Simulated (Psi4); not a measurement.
# CAM-B3LYP/def2-TZVPP (core potential) run of CsBr (SMILES [Br][Cs]), part 1 of 2

Aim: the energy change on altering one bond length of CsBr at CAM-B3LYP/def2-TZVPP (core potential), from 2 runs. 

Program for the calculation: Psi4 1.11.

2 further runs of the same task are left out: 1 that didn't finish, 1 set aside as unsound or not needed.

## 1. The system as given

The species is CsBr (2 atoms), meant as a singlet with charge 0. SMILES: `[Br][Cs]`. Geometry: the measured bond length.

Bond lengths: Br1–Cs2 3.072 Å.

## 2. The energy at CAM-B3LYP/def2-TZVPP (core potential)

Input file calc.inp:

```
memory 1600 mb

molecule {
  0 1
  Br     0.000000     0.000000     0.000000
  Cs     0.000000     0.000000     3.072251
  units angstrom
  symmetry c1
}

set basis def2-TZVPP
set puream true
set e_convergence 1e-09
set d_convergence 1e-08
set scf_type pk
set dft_radial_points 99
set dft_spherical_points 590

e_tot, wfn = energy('cam-b3lyp', return_wfn=True)
oeprop(wfn, 'LOWDIN_CHARGES', 'WIBERG_LOWDIN_INDICES', 'DIPOLE')
print_variables()
```

Launch:

```
psi4 calc.inp calc.out -n 1
```

calc.out:

```text
Psi4 1.11 release

   => Loading Basis Set <=

    Name: DEF2-TZVPP
    Role: ORBITAL
    Keyword: BASIS

    !!!  WARNING: ECP capability is in beta. Please check occupations closely.  !!!

         ---------------------------------------------------------
                                   SCF
                              RKS Reference
                        1 Threads,   1525 MiB Core
         ---------------------------------------------------------

  ==> Geometry <==

    Molecular point group: c1
    Full point group: C_inf_v

    Geometry (in Angstrom), charge = 0, multiplicity = 1:

       Center              X                  Y                   Z               Mass
    ------------   -----------------  -----------------  -----------------  -----------------
         BR           0.000000000000     0.000000000000    -1.927634797484    78.918337600000
         CS           0.000000000000     0.000000000000     1.144616202516   132.905451961000

  Running in c1 symmetry.

  Rotational constants: A = ************  B =      0.03607  C =      0.03607 [cm^-1]
  Rotational constants: A = ************  B =   1081.32892  C =   1081.32892 [MHz]
  Nuclear repulsion =   54.256901978728301

  Charge       = 0
  Multiplicity = 1
  Electrons    = 44
  Nalpha       = 22
  Nbeta        = 22

  ==> Algorithm <==

  SCF Algorithm Type is PK.
  DIIS enabled.
  MOM disabled.
  Fractional occupation disabled.
  Guess Type is SAD.
  Energy threshold   = 1.00e-09
  Density threshold  = 1.00e-08
  Integral threshold = 1.00e-12

  ==> Primary Basis <==

  Basis Set: DEF2-TZVPP
    Blend: DEF2-TZVPP
    Number of shells: 28
    Number of basis functions: 84
    Number of Cartesian functions: 97
    Spherical Harmonics?: true
    Max angular momentum: 3

  Core potential: DEF2-TZVPP
    Number of shells: 4
    Number of ECP primitives: 10
    Number of ECP core electrons: 46
    Max angular momentum: 3

  ==> DFT Potential <==

   => LibXC <=

    Version 7.1.2

   => Composite Functional: CAM-B3LYP <=

    CAM-B3LYP Hyb-GGA Exchange-Correlation Functional

    Deriv               =              1
    GGA                 =           TRUE
    Meta                =          FALSE

    Exchange Hybrid     =           TRUE
    MP2 Hybrid          =          FALSE

   => Exchange Functionals <=

    0.3500         Becke 88 [omega = 0.3300]
    0.4600   Short-range recipe for B88 functional - erf [omega = 0.3300]

   => Exact (HF) Exchange <=

    0.4600            HF,LR [omega = 0.3300]
    0.1900               HF

   => Correlation Functionals <=

    0.1900   Vosko, Wilk & Nusair (VWN5)
    0.8100   Lee, Yang & Parr

   => LibXC Density Thresholds  <==

    XC_HYB_GGA_XC_CAM_B3LYP:  1.00E-14

   => Molecular Quadrature <=

    Radial Scheme          =       TREUTLER
    Pruning Scheme         =           NONE
    Nuclear Scheme         =       TREUTLER

    Blocking Scheme        =         OCTREE
    BS radius alpha        =              1
    Pruning alpha          =              1
    Radial Points          =             99
    Spherical Points       =            590
    Total Points           =         111395
    Total Blocks           =           1050
    Max Points             =            256
    Max Functions          =             84
    Weights Tolerance      =       1.00E-15

  ==> Integral Setup <==

  Using in-core PK algorithm.
   Calculation information:
      Number of atoms:                   2
      Number of AO shells:              28
      Number of primitives:             56
      Number of atomic orbitals:        97
      Number of basis functions:        84

      Integral cutoff                 1.00e-12
      Number of threads:                 1

  Performing in-core PK
  Using 19122705 doubles for integral storage.
  We computed 79727 shell quartets total.
  Whereas there are 82621 unique shell quartets.

  Computing range-separated integrals for PK
  We computed 79727 wK shell quartets total.
  Whereas there are 82621 wK unique shell quartets.

  ==> DiskJK: Disk-Based J/K Matrices <==

    J tasked:                  Yes
    K tasked:                  Yes
    wK tasked:                 Yes
    Omega:               3.300E-01
    Memory [MiB]:              940
    Schwarz Cutoff:          1E-12

  Cached 100.0% of DFT collocation blocks in 0.199 [GiB].

  Minimum eigenvalue in the overlap matrix is 1.7834618376E-02.
  Reciprocal condition number of the overlap matrix is 5.1014764341E-03.
    Using symmetric orthogonalization.

  ==> Pre-Iterations <==

  SCF Guess: Superposition of Atomic Densities via on-the-fly atomic UHF (no occupation information).

   -------------------------
    Irrep   Nso     Nmo
   -------------------------
     A         84      84
   -------------------------
    Total      84      84
   -------------------------

  ==> Iterations <==

                        Total Energy        Delta E     RMS |[F,P]|

   @RKS iter SAD: -2592.38423163120842   -2.59238e+03   0.00000e+00
   @RKS iter   1: -2594.07290978267292   -1.68868e+00   1.85749e-02 ADIIS/DIIS
   @RKS iter   2: -2593.99711893855965    7.57908e-02   1.88628e-02 ADIIS/DIIS
   @RKS iter   3: -2594.49280854966264   -4.95690e-01   8.09152e-04 ADIIS/DIIS
   @RKS iter   4: -2594.49598990391405   -3.18135e-03   3.92606e-04 ADIIS/DIIS
   @RKS iter   5: -2594.49664104452086   -6.51141e-04   2.11488e-05 DIIS
   @RKS iter   6: -2594.49665069313005   -9.64861e-06   9.95961e-06 DIIS
   @RKS iter   7: -2594.49665168509364   -9.91964e-07   2.65080e-06 DIIS
   @RKS iter   8: -2594.49665182683930   -1.41746e-07   5.17987e-07 DIIS
   @RKS iter   9: -2594.49665183053094   -3.69164e-09   1.34988e-07 DIIS
   @RKS iter  10: -2594.49665183072102   -1.90084e-10   1.66310e-08 DIIS
   @RKS iter  11: -2594.49665183072557   -4.54747e-12   2.64185e-09 DIIS
  Energy and wave function converged.

  ==> Post-Iterations <==

   Electrons on quadrature grid:
      Ntotal   =   44.0000044282 ; deviation = 4.428e-06

    Orbital Energies [Eh]
    ---------------------

    Doubly Occupied:

       1A   -482.790897     2A    -62.434049     3A    -56.249584
       4A    -56.249584     5A    -56.249570     6A     -8.636100
       7A     -6.460069     8A     -6.459974     9A     -6.459974
      10A     -2.577821    11A     -2.577734    12A     -2.577734
      13A     -2.577615    14A     -2.577605    15A     -1.146745
      16A     -0.721961    17A     -0.605903    18A     -0.605903
      19A     -0.596498    20A     -0.261270    21A     -0.257633
      22A     -0.257633

    Virtual:

      23A     -0.029782    24A      0.006139    25A      0.006139
      26A      0.012557    27A      0.028163    28A      0.028164
      29A      0.039471    30A      0.048880    31A      0.048880
      32A      0.064247    33A      0.079869    34A      0.079869
      35A      0.086865    36A      0.086865    37A      0.105631
      38A      0.289923    39A      0.289923    40A      0.334800
      41A      0.385073    42A      0.385073    43A      0.391255
      44A      0.394611    45A      0.394611    46A      0.401142
      47A      0.408955    48A      0.408955    49A      0.456813
      50A      0.456813    51A      0.486143    52A      0.497870
      53A      0.497870    54A      0.638775    55A      0.888195
      56A      1.042934    57A      1.042934    58A      1.046970
      59A      1.046970    60A      1.055692    61A      1.055692
      62A      1.139504    63A      1.505581    64A      1.505587
      65A      1.549026    66A      1.549026    67A      1.594723
      68A      1.704843    69A      1.704843    70A      1.706324
      71A      1.706324    72A      1.709083    73A      1.709083
      74A      1.774969    75A      1.784646    76A      1.784646
      77A      1.805064    78A      4.158574    79A      4.158637
      80A      4.195609    81A      4.195609    82A      4.244817
      83A      7.386860    84A     19.570653

    Final Occupation by Irrep:
              A
    DOCC [    22 ]
    NA   [    22 ]
    NB   [    22 ]

  @RKS Final Energy: -2594.49665183072557

   => Energetics <=

    Nuclear Repulsion Energy =             54.2569019787283011
    One-Electron Energy =               -3728.1982813400827581
    Two-Electron Energy =                1153.0148033108516756
    DFT Exchange-Correlation Energy =     -73.5700757802229646
    Empirical Dispersion Energy =           0.0000000000000000
    VV10 Nonlocal Energy =                  0.0000000000000000
    Total Energy =                      -2594.4966518307255683

Computation Completed

Properties will be evaluated at   0.000000,   0.000000,   0.000000 [a0]

Properties computed using the SCF density matrix

 Multipole Moments:

 ------------------------------------------------------------------------------------
     Multipole            Electronic (a.u.)      Nuclear  (a.u.)        Total (a.u.)
 ------------------------------------------------------------------------------------

 L = 1.  Multiply by 2.5417464519 to convert [e a0] to [Debye]
 Dipole X            :          0.0000000            0.0000000            0.0000000
 Dipole Y            :         -0.0000000            0.0000000           -0.0000000
 Dipole Z            :        112.3276817         -108.0274640            4.3002177
 Magnitude           :                                                    4.3002177

 ------------------------------------------------------------------------------------

	total time  =         14 seconds =       0.23 minutes

Properties will be evaluated at   0.000000,   0.000000,   0.000000 [a0]
OEProp: No title given, name of density matrix used for the following properties is 'SCF density'

 Multipole Moments:

 ------------------------------------------------------------------------------------
     Multipole            Electronic (a.u.)      Nuclear  (a.u.)        Total (a.u.)
 ------------------------------------------------------------------------------------

 L = 1.  Multiply by 2.5417464519 to convert [e a0] to [Debye]
 Dipole X            :          0.0000000            0.0000000            0.0000000
 Dipole Y            :         -0.0000000            0.0000000           -0.0000000
 Dipole Z            :        112.3276817         -108.0274640            4.3002177
 Magnitude           :                                                    4.3002177

 ------------------------------------------------------------------------------------
  Lowdin Charges: (a.u.)
   Center  Symbol    Alpha    Beta     Spin     Total
       1    BR    17.74539 17.74539  0.00000 -0.49077
       2    CS     4.25461  4.25461  0.00000  0.49077

  Total alpha = 22.00000, Total beta = 22.00000, Total charge = -0.00000

  Wiberg Bond Indices using Orthogonal Lowdin Orbitals:

  Irrep: 1 Size: 2 x 2

                 1                   2

    1     0.00000000000000     1.07787967321509
    2     1.07787967321509     0.00000000000000

  Atomic Valences:

 #  #
 Irrep: 1
      1:    1.077879673215091
      2:    1.077879673215091

  Variable Map:
  ----------------------------------------------------------------------------
  "CURRENT ENERGY"              =>   -2594.496651830726
  "CURRENT REFERENCE ENERGY"    =>   -2594.496651830726
  "DD SOLVATION ENERGY"         =>       0.000000000000
  "DFT FUNCTIONAL TOTAL ENERGY" =>   -2594.496651830726
  "DFT TOTAL ENERGY"            =>   -2594.496651830726
  "DFT VV10 ENERGY"             =>       0.000000000000
  "DFT XC ENERGY"               =>     -73.570075780223
  "GRID ELECTRONS ALPHA"        =>      22.000002214120
  "GRID ELECTRONS BETA"         =>      22.000002214120
  "GRID ELECTRONS TOTAL"        =>      44.000004428239
  "NUCLEAR REPULSION ENERGY"    =>      54.256901978728
  "ONE-ELECTRON ENERGY"         =>   -3728.198281340083
  "PCM POLARIZATION ENERGY"     =>       0.000000000000
  "PE ENERGY"                   =>       0.000000000000
  "SCF ITERATION ENERGY"        =>   -2594.496651830726
  "SCF ITERATIONS"              =>      11.000000000000
  "SCF TOTAL ENERGY"            =>   -2594.496651830726
  "TWO-ELECTRON ENERGY"         =>    1153.014803310852
  "XC GRID RADIAL POINTS"       =>      99.000000000000
  "XC GRID SPHERICAL POINTS"    =>     590.000000000000
  "XC GRID TOTAL POINTS"        =>  111395.000000000000

  Array Variable Map:
  ----------------------------------------------------------------------------
  "CURRENT DIPOLE"              =>       0.000000001757 ... 4.300217684869 1 by 3
  "DIPOLE"                      =>       0.000000001757 ... 4.300217684869 1 by 3
  "SCF DIPOLE"                  =>       0.000000001757 ... 4.300217684869 1 by 3
  "SCF TOTAL ENERGIES"          =>   -2592.384231631208 ... -2594.496651830726 1 by 12

    Psi4 run time: 0:00:13.87
```

Wall time 18 s (1 thread of Intel Xeon at 2.50GHz (Skylake/Cascade Lake), shared host); peak memory 0.6 GiB.

(Continued in part 2 of 2.)
